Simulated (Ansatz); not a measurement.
**C₃H₅FZn: one species, many methods**

An exercise on one series of results from a longer session: the logs are not shown, and one member is left open.

The runs use Ansatz 0.2.0, Gaussian basis; functionals in def2-TZVPP, the program's frozen cores in correlated methods.

Plan: LDA (SPW92), PBE-D4, revPBE-D4, BLYP-D4, r2SCAN-D4, B97M-V, PBE0-D4, B3LYP-D4, r2SCANh-D4, r2SCAN0-D4, HSE06-D4, BHLYP-D4, CAM-B3LYP-D4, LC-ωPBE, ωB97X-V, ωB97M-V, B2PLYP, PBE-QIDH; CCSD(T)/def2-SVP; CCSD(T)/def2-TZVPP; MP2/def2-QZVPP; extrapolation to the limit; RPA on PBE.

### The geometry

An earlier PBE0-D4 in a triple-zeta def2 set relaxation fixed the geometry.

SMILES `C/C=[C](/F)[ZnH]`, 10 atoms, charge 0, spin multiplicity 1.

Atoms are counted from 1 here; the program's logs count them from 0.

Bond lengths: C1–C2 1.489 Å, C1–H6 1.094 Å, C1–H7 1.095 Å, C1–H8 1.094 Å, C2–C3 1.329 Å, C2–H9 1.089 Å, C3–F4 1.367 Å, C3–Zn5 1.942 Å, Zn5–H10 1.537 Å. Angles: C2–C1–H6 111.3°, C2–C1–H7 111.9°, C2–C1–H8 111.3°, H6–C1–H7 107.5°, H6–C1–H8 106.9°, H7–C1–H8 107.5°, C1–C2–C3 123.9°, C1–C2–H9 117.7°, C3–C2–H9 118.4°, C2–C3–F4 117.0°, C2–C3–Zn5 127.9°, F4–C3–Zn5 115.0°, C3–Zn5–H10 179.8°.

The first run:

The input, in.yaml:

```yaml
crystal:
  periodic: [false, false, false]
  atoms:
    - {symbol: C, position_ang: [-0.388312, -0.860605, 0.999282]}
    - {symbol: C, position_ang: [0.653762, -0.677962, -0.048760]}
    - {symbol: C, position_ang: [0.695886, 0.359446, -0.877723]}
    - {symbol: F, position_ang: [1.715919, 0.386551, -1.787591]}
    - {symbol: Zn, position_ang: [-0.524591, 1.868102, -0.965368]}
    - {symbol: H, position_ang: [0.056140, -0.913062, 1.997789]}
    - {symbol: H, position_ang: [-1.112369, -0.039755, 1.003389]}
    - {symbol: H, position_ang: [-0.945193, -1.790498, 0.849328]}
    - {symbol: H, position_ang: [1.424343, -1.443037, -0.136227]}
    - {symbol: H, position_ang: [-1.492384, 3.059720, -1.031219]}
basis:
  gaussian: {orbitals: def2-TZVPP}
hamiltonian: {xc: lda}
output: {orbitals: {seedname: orbitals}}
```

Steps of the session up to this table: LDA; PBE-D4 (GGA); revPBE-D4 (GGA); BLYP-D4 (GGA); r2SCAN-D4 (meta-GGA); B97M-V (meta-GGA); PBE0-D4 (hybrid); B3LYP-D4 (hybrid); r2SCANh-D4 (hybrid); r2SCAN0-D4 (hybrid); HSE06-D4 (hybrid); BHLYP-D4 (hybrid); CAM-B3LYP-D4 (range-separated); LC-ωPBE (range-separated); ωB97X-V (range-separated); ωB97M-V (range-separated); B2PLYP (double hybrid); PBE-QIDH (double hybrid).

One of the session's tables, all rows but one given; the rest of the session is left out.

It belongs to the step «Frontier levels by functional». 

| functional | HOMO (eV) | gap (eV) |
| --- | --- | --- |
| LDA (SPW92) | -6.05 | 4.13 |
| PBE-D4 | -5.86 | 4.16 |
| revPBE-D4 | -5.78 | 4.18 |
| BLYP-D4 | -5.72 | 4.09 |
| r2SCAN-D4 | -6.05 | 4.60 |
| B97M-V | -6.09 | 4.49 |
| PBE0-D4 | -7.02 | 6.10 |
| B3LYP-D4 | -6.81 | 5.63 |
| r2SCANh-D4 | ? | ? |
| r2SCAN0-D4 | -7.15 | 6.39 |
| HSE06-D4 | -6.61 | 5.34 |
| BHLYP-D4 | -8.04 | 7.81 |
| CAM-B3LYP-D4 | -8.35 | 8.24 |
| LC-ωPBE | -9.68 | 10.66 |
| ωB97X-V | -9.31 | 10.18 |
| ωB97M-V | -9.23 | 9.81 |

Estimate the missing values for r2SCANh-D4.

Worked estimate for «HOMO (eV)». Against the share of exact exchange, r2SCAN-D4 (0, -6.05), r2SCAN0-D4 (0.25, -7.15) give a slope of -4.40 per unit share; at 0.1 the line stands at -6.49.

**Answer.** HOMO (eV): -6.49; gap (eV): 5.32. In «HOMO (eV)» the line misses by 0.00.
